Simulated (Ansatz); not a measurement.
# Cl₂H₃NSi: how energies converge with the basis set

An exercise on one series of results from a longer session: the logs are not shown, and one member is left open.

Method: one geometry, several basis sets; program: Ansatz 0.2.0, Gaussian basis.

Levels to be run: PBE0-D4/def2-SVP; ωB97M-V/def2-SVP; PBE0-D4/def2-QZVPP; ωB97M-V/def2-QZVPP; CCSD(T)/cc-pV(D+d)Z; CCSD(T)/cc-pV(T+d)Z; CCSD(T)/cc-pV(Q+d)Z; the functionals' def2-TZVPP values are taken from earlier runs.

## The geometry

All runs share one geometry, relaxed beforehand with PBE0-D4 in a triple-zeta def2 set.

7 atoms, charge 0, spin multiplicity 1.

Atoms are counted from 1 here; the program's logs count them from 0.

Bond lengths: N1–Si2 1.692 Å, N1–H5 1.007 Å, N1–H6 1.008 Å, Si2–Cl3 2.041 Å, Si2–Cl4 2.056 Å, Si2–H7 1.472 Å. Angles: Si2–N1–H5 120.6°, Si2–N1–H6 120.1°, H5–N1–H6 111.9°, N1–Si2–Cl3 107.5°, N1–Si2–Cl4 115.1°, N1–Si2–H7 110.1°, Cl3–Si2–Cl4 107.0°, Cl3–Si2–H7 110.9°, Cl4–Si2–H7 106.3°.

Coordinates:

```
N    -0.0518    1.0996   -0.0663
Si    0.2217   -0.5695   -0.0348
Cl    0.6810   -1.0796    1.8872
Cl   -1.3830   -1.7257   -0.5952
H    -0.5910    1.5449    0.6589
H    -0.1382    1.5809   -0.9475
H     1.3226   -0.9186   -0.9478
```

Set-up of the first run:

Contents of in.yaml:

```yaml
crystal:
  periodic: [false, false, false]
  atoms:
    - {symbol: N, position_ang: [-0.051817, 1.099648, -0.066335]}
    - {symbol: Si, position_ang: [0.221699, -0.569511, -0.034796]}
    - {symbol: Cl, position_ang: [0.681039, -1.079587, 1.887164]}
    - {symbol: Cl, position_ang: [-1.383025, -1.725727, -0.595245]}
    - {symbol: H, position_ang: [-0.591034, 1.544920, 0.658904]}
    - {symbol: H, position_ang: [-0.138224, 1.580853, -0.947548]}
    - {symbol: H, position_ang: [1.322562, -0.918597, -0.947844]}
basis:
  gaussian: {orbitals: def2-SVP}
hamiltonian: {xc: pbe0, dispersion: d4}
output: {orbitals: {seedname: orbitals}}
```

On the command line:

```console
$ ansatz run in.yaml --threads 2 --pin off --events-out ev --progress --plain --max-ram 22528MiB --backend cpu
```

Among the steps run: PBE0-D4 in def2-SVP; ωB97M-V in def2-SVP; PBE0-D4 in def2-QZVPP; ωB97M-V in def2-QZVPP.

One table of the session follows, with a row left open; its other results are not shown here.

It belongs to the step «Density functionals: the series». 

| functional | basis | HOMO (eV) | LUMO (eV) |
| --- | --- | --- | --- |
| PBE0-D4 | def2-SVP | -8.03 | 1.07 |
| PBE0-D4 | def2-TZVPP | -8.22 | 0.50 |
| PBE0-D4 | def2-QZVPP | -8.27 | 0.26 |
| ωB97M-V | def2-SVP | -10.35 | 2.91 |
| ωB97M-V | def2-TZVPP | -10.56 | 2.04 |
| ωB97M-V | def2-QZVPP | ? | ? |

**Question.** Estimate the row for ωB97M-V, def2-QZVPP.

**Answer.** HOMO (eV): -10.61; LUMO (eV): 1.59. In the column «HOMO (eV)» it is the lowest.
